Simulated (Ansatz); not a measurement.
Working through an all-electron equation of state of BiTe, space group Fm-3m

Program: Ansatz 0.2.0 through its Python package.

Typed at the interpreter:
```pycon
>>> import ansatz as az
>>> from ase.eos import EquationOfState
>>> from ase.units import GPa
>>> import numpy as np
>>> vectors0 = np.array([
...     [0.0, 3.235, 3.235],
...     [3.235, 0.0, 3.235],
...     [3.235, 3.235, 0.0],
... ])
>>> sites = [
...     ("Bi", [0.0, 0.0, 0.0]),
...     ("Te", [0.5, 0.5, 0.5]),
... ]
>>> def on_lattice(cell):
...     crystal = az.Crystal(lattice=az.Lattice.of(cell))
...     for symbol, position in sites:
...         crystal = crystal.atom(symbol, position)
...     return crystal
...
>>> volumes, energies = [], []
>>> for scale in np.linspace(0.94, 1.06, 5):
...     cell = vectors0 * scale ** (1 / 3)
...     job = (
...         on_lattice(cell).calculation()
...         .functional("pbe")
...         .occupations("Fermi-Dirac")
...         .kpoints(8, 8, 8)
...         .pseudopotentials("all_electron", lapw=True)
...     )
...     rep = job.run(threads=1, pin="off").report
...     volumes.append(abs(np.linalg.det(cell)) / len(sites))
...     energies.append(rep["free_energy_ev"] / len(sites))
...     print(f"{scale:.3f} {volumes[-1]:9.4f} A^3/atom {energies[-1]:16.5f} eV/atom  (estimated basis error {1000 * rep['lapw_basis_errors']['total_ev_per_atom']:.2f} meV/atom)")
...
0.940   31.8237 A^3/atom    -385295.22640 eV/atom  (estimated basis error 0.09 meV/atom)
0.970   32.8394 A^3/atom    -385295.24754 eV/atom  (estimated basis error 0.09 meV/atom)
1.000   33.8550 A^3/atom    -385295.25735 eV/atom  (estimated basis error 0.09 meV/atom)
1.030   34.8707 A^3/atom    -385295.25758 eV/atom  (estimated basis error 0.09 meV/atom)
1.060   35.8863 A^3/atom    -385295.24971 eV/atom  (estimated basis error 0.09 meV/atom)
>>> v0, e0, bulk = EquationOfState(volumes, energies, eos="birchmurnaghan").fit()
>>> print(f"V0 = {v0:.4f} A^3/atom, B0 = {bulk / GPa:.1f} GPa")
V0 = 34.3898 A^3/atom, B0 = 46.6 GPa
```

A third-order Birch-Murnaghan fit through the 5 points has its minimum at 34.38 Å³ an atom, 1.6 % above the typed cell, with a bulk modulus of 47 GPa and dB/dP = 4.7. From that minimum the energy rises by 32.2 meV an atom on the compressed side and 8.9 meV on the expanded side.

What to keep in mind:
- All-electron totals depend on functional, relativistic treatment and basis; only differences at equal settings carry meaning.
- For a metal this k-point mesh is coarse: on a finer one energies can move by several to tens of meV an atom and pressures by half a GPa or more, differences at one mesh by less.
- Spin-orbit coupling, which matters for elements this heavy, is left out.
- The starting cell is as deposited in a crystallographic database; the results hold for this polymorph, which needn't be the stable one.
- Wall time of the script: 57 s on 1 thread of Arm Neoverse V2, with other jobs on the host, peak memory 0.45 GiB.
